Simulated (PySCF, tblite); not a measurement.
# C4H17BN2Si: geometry, infrared bands and NMR shifts

Aim: predict the infrared bands and NMR shifts of C4H17BN2Si (`C[SiH2]C[B@H-]([NH3+])CCN`).

Computed with tblite 0.8.0 and PySCF 2.14.0, with density-fitted response routines of our own, on a single molecule in the gas phase. Atoms are numbered from 0 throughout.

### 1 Starting geometry

25 atoms, charge 0, multiplicity 1; geometry from: force field or distance geometry start.

Bonds of the start (Å): C0–Si1 1.86, Si1–C2 1.87, C2–B3 1.59, B3–N4 1.50, B3–C5 1.58, C5–C6 1.51, C6–N7 1.43, C0–H8 1.11, C0–H9 1.11, C0–H10 1.11, Si1–H11 1.47, Si1–H12 1.50, C2–H13 1.09, C2–H14 1.13, B3–H15 1.22, N4–H16 1.05, N4–H17 1.04, N4–H18 1.04, C5–H19 1.14, C5–H20 1.11, C6–H21 1.10, C6–H22 1.14, N7–H23 1.04, N7–H24 1.04.

### 2 Geometry optimisation with GFN2-xTB

The job: settings as JSON, then the geometry in Å.

```
{"job": {"kind": "relax", "xc": "GFN2-xTB", "basis": "xTB"}, "charge": 0, "multiplicity": 1}
C      3.847700     0.542400     0.558900
Si     2.393600    -0.519500     0.105700
C      0.834200     0.464700    -0.175500
B     -0.350400    -0.593500    -0.286700
N     -0.969900    -0.461700    -1.642500
C     -1.372400    -0.545600     0.923400
C     -2.301300     0.638600     0.906100
N     -3.122700     0.693900    -0.258600
H      3.660500     1.185200     1.447300
H      4.174800     1.151300    -0.307300
H      4.686100    -0.146000     0.799100
H      2.660700    -1.366000    -1.065100
H      2.115400    -1.418600     1.268100
H      0.688700     1.158900     0.650400
H      0.976200     0.999200    -1.158900
H      0.132800    -1.707500    -0.233100
H     -0.227100    -0.557400    -2.378200
H     -1.431300     0.466800    -1.714300
H     -1.633000    -1.249800    -1.814700
H     -0.750000    -0.445800     1.869700
H     -1.918900    -1.506600     1.001100
H     -1.722200     1.557500     1.086300
H     -3.016700     0.553000     1.787100
H     -3.921300     1.363700    -0.185000
H     -3.444400    -0.233000    -0.616900
```

Run with:

```console
$ OMP_NUM_THREADS=1 python probes_run.py task.json out
```

This one command runs all jobs of the session in turn.

**Question.** This job is followed by: GFN2-xTB harmonic vibrations, gas phase; GIAO PBE0/pcSseg-1 NMR shielding, non-relativistic, gas phase. What will the session give for the following? strongest single infrared mode (GFN2-xTB); zero-point energy (GFN2-xTB); ¹³C shifts against TMS (PBE0/pcSseg-1); ¹H shifts against TMS (PBE0/pcSseg-1, means over atoms taken as alike); ²⁹Si shifts against TMS (PBE0/pcSseg-1); ¹¹B shifts against BF3·OEt2 (PBE0/pcSseg-1); ¹⁵N shifts against NH3 (PBE0/pcSseg-1).

**Answer**, as computed:

```
                                                              quantity                                                                         value
                             strongest single infrared mode (GFN2-xTB)                                                         2928 cm⁻¹, 743 km/mol
                                          zero-point energy (GFN2-xTB)                                                                134.5 kcal/mol
                                ¹³C shifts against TMS (PBE0/pcSseg-1)                                                     45.0, 22.3, 6.1, -3.4 ppm
¹H shifts against TMS (PBE0/pcSseg-1, means over atoms taken as alike)  5.15, 4.11, 4.09, 3.50, 3.14, 2.53, 0.89, 0.56, 0.33, 0.03, -0.29, -0.45 ppm
                               ²⁹Si shifts against TMS (PBE0/pcSseg-1)                                                                     -45.6 ppm
                           ¹¹B shifts against BF3·OEt2 (PBE0/pcSseg-1)                                                                     -15.8 ppm
                                ¹⁵N shifts against NH3 (PBE0/pcSseg-1)                                                                57.7, 52.2 ppm
```

What this shows: Over 276 steps the energy fell by 1.180 eV; of the close pairs, B3–N4 changed most, 1.496 to 1.644 Å. All 69 modes are real, so the xTB geometry is a minimum. The strongest single mode, at 2928 cm⁻¹, moves mainly H17. GFN2-xTB is a fitted tight-binding method: band positions and strengths are rough. Its intensities can rank the bands wrongly. C6 (sp3 CH2 bonded to N) lies farthest downfield among carbon, at 45.0 ppm; deshielded by the electronegative neighbour. At PBE0/pcSseg-1: The largest span, 85 ppm, is at Si1, where the paramagnetic term is -486 ppm.
